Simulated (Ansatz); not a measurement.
# Ru (P6_3/mmc): all-electron equation of state in Python

Where is the equilibrium volume of Ru (P6_3/mmc) with all electrons, and how stiff is it? A script is to give an all-electron equation of state; the system is Ru (P6_3/mmc).

All numbers are computed with the Python package of Ansatz 0.2.0. Level of theory: DFT PBE, all-electron LAPW.

## 1. The structure

The structure is hexagonal, space group P6_3/mmc (No. 194). Conventional cell: a = 2.706 Å, b = 2.706 Å, c = 4.282 Å, α = 90.00°, β = 90.00°, γ = 120.00°. Around Ru (site symmetry -6m2) lie 12 Ru at 2.65 to 2.71 Å.

The script holds or builds the structure itself.

## 2. The script

File run_eos_lapw.py:

```python
'''All-electron equation of state of Ru.'''

import warnings

import ansatz as az
from ase.eos import EquationOfState
from ase.units import GPa
import numpy as np

vectors0 = np.array([
    [2.7058, 0.0, 0.0],
    [-1.3529, 2.343292, 0.0],
    [0.0, 0.0, 4.2819],
])
sites = [
    ('Ru', (1 / 3, 2 / 3, 0.25)),
    ('Ru', (2 / 3, 1 / 3, 0.75)),
]


def make_crystal(cell):
    crystal = az.Crystal(lattice=az.Lattice.of(cell))
    for symbol, position in sites:
        crystal = crystal.atom(symbol, position)
    return crystal


def main() -> None:
    warnings.simplefilter('ignore', az.DeckWarning)

    volumes, energies = [], []
    for scale in np.linspace(0.94, 1.06, 7):
        cell = vectors0 * scale ** (1 / 3)
        model = (
            make_crystal(cell).calculation()
            .functional('pbe')
            .occupations('Gaussian', width=50 * az.meV)
            .kpoints(12, 12, 7)
            .pseudopotentials('all_electron', lapw=True, basis_error=0.001)
        )
        data = model.run(threads=1, pin='off').report
        volumes.append(abs(np.linalg.det(cell)) / len(sites))
        energies.append(data['free_energy_ev'] / len(sites))
        print(f'{scale:.3f} {volumes[-1]:9.4f} A^3/atom {energies[-1]:16.5f} eV/atom  (estimated basis error {1000 * data["lapw_basis_errors"]["total_ev_per_atom"]:.2f} meV/atom)')
    v0, e0, bulk = EquationOfState(volumes, energies, eos='birchmurnaghan').fit()
    print(f'V0 = {v0:.4f} A^3/atom, B0 = {bulk / GPa:.1f} GPa')


if __name__ == '__main__':
    main()
```

## 3. The input behind the calls

The package turns the script's settings into the engine's input (first run):

```yaml
crystal:
  lattice:
    - [2.6505640929625662, 0.0, 0.0]
    - [-1.3252820464812831, 2.2954562918643053, 0.0]
    - [0.0, 0.0, 4.194489758909163]
  atoms:
    - { symbol: Ru, position: [0.3333333333333333, 0.6666666666666666, 0.25] }
    - { symbol: Ru, position: [0.6666666666666666, 0.3333333333333333, 0.75] }
kpoints:
  mp_grid:
    grid: [12, 12, 7]
hamiltonian:
  xc: pbe
  pseudopotentials:
    kind: all_electron
    lapw:
      basis_error: 0.001
scf:
  occupations:
    method: gaussian
    width: 0.05
```

## 4. Launch

Command:

```console
python run_eos_lapw.py
```

Log:

```text
0.940   12.7602 A^3/atom    -123295.10761 eV/atom  (estimated basis error 0.20 meV/atom)
0.960   13.0317 A^3/atom    -123295.14778 eV/atom  (estimated basis error 0.20 meV/atom)
0.980   13.3032 A^3/atom    -123295.17368 eV/atom  (estimated basis error 0.20 meV/atom)
1.000   13.5746 A^3/atom    -123295.18686 eV/atom  (estimated basis error 0.20 meV/atom)
1.020   13.8461 A^3/atom    -123295.18872 eV/atom  (estimated basis error 0.20 meV/atom)
1.040   14.1176 A^3/atom    -123295.18048 eV/atom  (estimated basis error 0.20 meV/atom)
1.060   14.3891 A^3/atom    -123295.16326 eV/atom  (estimated basis error 0.20 meV/atom)
V0 = 13.7567 A^3/atom, B0 = 313.1 GPa
```

Wall time 71 s (1 thread of Intel Xeon 6975P-C (Granite Rapids), shared host); peak memory 0.5 GiB.

## 5. What changed from run to run

The engine's inputs for some of the other runs:

Run 2, against run 1:

```diff
@@ -3,3 +3,3 @@
-    - [2.6505640929625662, 0.0, 0.0]
-    - [-1.3252820464812831, 2.2954562918643053, 0.0]
-    - [0.0, 0.0, 4.194489758909163]
+    - [2.6692306522893543, 0.0, 0.0]
+    - [-1.3346153261446771, 2.311622009632798, 0.0]
+    - [0.0, 0.0, 4.224029392430256]
```

Run 4, against run 1:

```diff
@@ -3,3 +3,3 @@
-    - [2.6505640929625662, 0.0, 0.0]
-    - [-1.3252820464812831, 2.2954562918643053, 0.0]
-    - [0.0, 0.0, 4.194489758909163]
+    - [2.7058, 0.0, 0.0]
+    - [-1.3529, 2.343292, 0.0]
+    - [0.0, 0.0, 4.2819]
```

Run 7, against run 1:

```diff
@@ -3,3 +3,3 @@
-    - [2.6505640929625662, 0.0, 0.0]
-    - [-1.3252820464812831, 2.2954562918643053, 0.0]
-    - [0.0, 0.0, 4.194489758909163]
+    - [2.758868374910033, 0.0, 0.0]
+    - [-1.3794341874550164, 2.3892505698793998, 0.0]
+    - [0.0, 0.0, 4.365880144329688]
```

## 6. The runs side by side

The 7 runs, in the order started:

```tsv
run	volume (Å³/atom)	energy from run 5 (meV/atom)	SCF cycles	CPU time (s)
1	12.760	81.10	8	12
2	13.032	40.94	8	10
3	13.303	15.03	8	10
4	13.575	1.85	8	9.7
5	13.846	0.00	8	9
6	14.118	8.24	8	9.1
7	14.389	25.46	8	8.8
```

Energies are free energies F = E - TS of the smeared occupations. 

## 7. Summary of results

| quantity | value |
| --- | --- |
| runs compared | 7 |
| range of energy | 81.10 meV/atom |
| lowest point, volume (Å³/atom) | 13.846 |
| equilibrium volume (fit) | 13.76 Å³/atom |
| bulk modulus (fit) | 313 GPa |

In words: A third-order Birch-Murnaghan fit through the 7 points has its minimum at 13.76 Å³ an atom, 1.3 % above the typed cell, with a bulk modulus of 313 GPa and dB/dP = 4.8. From that minimum the energy rises by 81.7 meV an atom on the compressed side and 26.0 meV on the expanded side. Reading the output:
- All-electron totals depend on functional, relativistic treatment and basis; only differences at equal settings carry meaning.
- No spin polarisation was allowed.
- Shape and fractional positions are held along the curve, so the bulk modulus is an upper value where they are free to relax.
- For a metal this k-point mesh is coarse: on a finer one energies can move by several to tens of meV an atom and pressures by half a GPa or more, differences at one mesh by less.
